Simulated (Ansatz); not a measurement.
# NbAl2B3: the cost of one run

Computed with Ansatz 0.2.0 (DFT PBE, scalar-relativistic, plane waves, PAW, unless a step's input says otherwise).

### Step 1. The starting structure

Symmetry: P6/mmm, No. 191, hexagonal system. Conventional cell: a = 5.105 Å, b = 5.105 Å, c = 2.884 Å, α = 90.00°, β = 90.00°, γ = 120.00°. Around Al (site symmetry -6m2) lie 6 B at 2.06 Å. Nb (site symmetry 6/mmm) is surrounded by 2 Nb at 2.88 Å and 12 B at 2.93 Å and 6 Al at 2.95 Å. B (site symmetry mmm) is surrounded by 4 Al at 2.06 Å and 4 Nb at 2.93 Å.

Coordinates:

```cif
data_structure
_symmetry_space_group_name_H-M 'P 1'
_symmetry_Int_Tables_number 1
_cell_length_a 5.1052
_cell_length_b 5.1052
_cell_length_c 2.8844
_cell_angle_alpha 90.000
_cell_angle_beta 90.000
_cell_angle_gamma 120.000
_cell_volume 65.11
loop_
_atom_site_label
_atom_site_type_symbol
_atom_site_fract_x
_atom_site_fract_y
_atom_site_fract_z
_atom_site_occupancy
Al1 Al 0.33333 0.66667 0.00000 1
Al2 Al 0.66667 0.33333 0.00000 1
Nb1 Nb 0.00000 0.00000 0.00000 1
B1 B 0.50000 0.00000 0.50000 1
B2 B 0.50000 0.50000 0.50000 1
B3 B 0.00000 0.50000 0.50000 1
```

The cell is invented: species swapped into a database cell of CeB2Rh3 (P6/mmm, No. 191), with Nb on the Ce sites, Al on the B sites and B on the Rh sites. The dimensions are guesses.

### Step 2. The guess as it stands, on a coarse mesh

Contents of input.yaml:

```yaml
crystal:
  lattice:
    - [5.10518437, 0.0, 0.0]
    - [-2.55259219, 4.42121936, 0.0]
    - [0.0, 0.0, 2.88444369]
  atoms:
    - { symbol: Al, position: [0.33333333, 0.66666667, 0.0] }
    - { symbol: Al, position: [0.66666667, 0.33333333, 0.0] }
    - { symbol: Nb, position: [0.0, 0.0, 0.0] }
    - { symbol: B, position: [0.5, 0.0, 0.5] }
    - { symbol: B, position: [0.5, 0.5, 0.5] }
    - { symbol: B, position: [0.0, 0.5, 0.5] }
basis:
  ecutwfc: 420
kpoints:
  mp_grid: { grid: [6, 6, 6] }
hamiltonian:
  xc: pbe
scf:
  occupations: { method: gaussian, width: 0.1 }
  lower_state_search: "off"
output:
  forces: true
  stress: true
  eigenvalues: true
```

Started as:

```sh
ansatz run input.yaml --threads 1 --pin off --max-ram 2560MiB --backend cpu --events-out ev --progress --plain --runs-dir out
```

**Question.** How long does this run take on 1 thread of Intel Xeon 6975P-C (Granite Rapids), shared host, and how much memory does it need?

About 1.2 s, with a peak of 0.4 GiB.
